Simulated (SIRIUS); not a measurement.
Write the native input for SIRIUS 7.10.0 that does the following.

* Task: single point
* Functional: PBE
* Potentials or basis: PseudoDojo 0.4.1 PBE standard (scalar relativistic)
* Cutoff: 1307 eV
* Density cutoff: 5227 eV
* k mesh: 11 × 11 × 11
* Occupations: fermi-dirac, width 0.05 eV
* Spin: collinear spin, ferromagnetic start
* Starting moments: [2.0, 0.0] μB
* Libxc names: ["XC_GGA_X_PBE", "XC_GGA_C_PBE"]
* Energy tol: 1e-08 Ha
* Density tol: 1e-06
* Mixer: anderson
* Mixing beta: 0.5
* Max scf: 100
* Radial cutoff for the potentials' integrals: 6.5 bohr

CoO:

```
CELL_PARAMETERS angstrom
0.00000 2.13150 2.13150
2.13150 0.00000 2.13150
2.13150 2.13150 0.00000
ATOMIC_POSITIONS crystal
Co 0.00000 0.00000 0.00000
O 0.50000 0.50000 0.50000
```

The input as run:

sirius.json

```json
{
  "control": {
    "processing_unit": "cpu",
    "verbosity": 2,
    "num_bands_to_print": 19,
    "print_forces": true,
    "print_stress": true
  },
  "parameters": {
    "electronic_structure_method": "pseudopotential",
    "xc_functionals": ["XC_GGA_X_PBE", "XC_GGA_C_PBE"],
    "gk_cutoff": 9.8,
    "pw_cutoff": 19.6,
    "ngridk": [11, 11, 11],
    "shiftk": [0, 0, 0],
    "smearing": "fermi_dirac",
    "smearing_width": 0.0018374661,
    "num_bands": 19,
    "num_mag_dims": 1,
    "num_dft_iter": 100,
    "energy_tol": 1e-08,
    "density_tol": 1e-06
  },
  "iterative_solver": {
    "type": "davidson",
    "min_tolerance": 1e-09,
    "tolerance_scale": [0.1, 0.25]
  },
  "mixer": {
    "type": "anderson",
    "beta": 0.5,
    "max_history": 8
  },
  "settings": {
    "tol_ne": 1e-10,
    "pseudo_grid_cutoff": 6.5,
    "smooth_initial_mag": true
  },
  "unit_cell": {
    "lattice_vectors": [
      [0.0, 4.027954371585, 4.027954371585],
      [4.027954371585, 0.0, 4.027954371585],
      [4.027954371585, 4.027954371585, 0.0]
    ],
    "atom_coordinate_units": "lattice",
    "atom_types": ["Co", "O"],
    "atom_files": {
      "Co": "Co.json",
      "O": "O.json"
    },
    "atoms": {
      "Co": [
        [0.0, 0.0, 0.0, 0.0, 0.0, 2.0]
      ],
      "O": [
        [0.5, 0.5, 0.5, 0.0, 0.0, 0.0]
      ]
    }
  }
}
```

Potentials or basis: PseudoDojo 0.4.1 PBE standard (scalar relativistic).

Run with:

```sh
$ upf_to_json Co.upf
$ upf_to_json O.upf
$ OMP_NUM_THREADS=1 sirius.scf --input=sirius.json --output=out.json --task=0
```

Results of the run:

| Property | Result |
| --- | --- |
| Pressure | -2.0 GPa |
| Band gap on the k mesh | none (metal or under the smearing width) |
| Net moment | 2.99 μB per cell |
| Absolute moment | 3.01 μB per cell |

Caveat: a cell with one magnetic atom can't hold antiferromagnetic order, which such compounds often take; semilocal functionals often make such compounds metallic where correlation or magnetic order opens a gap, which also shifts bond lengths.

Wall time 2.4 min on 1 thread of Arm Neoverse V1, on a shared host, peak memory 0.44 GiB.
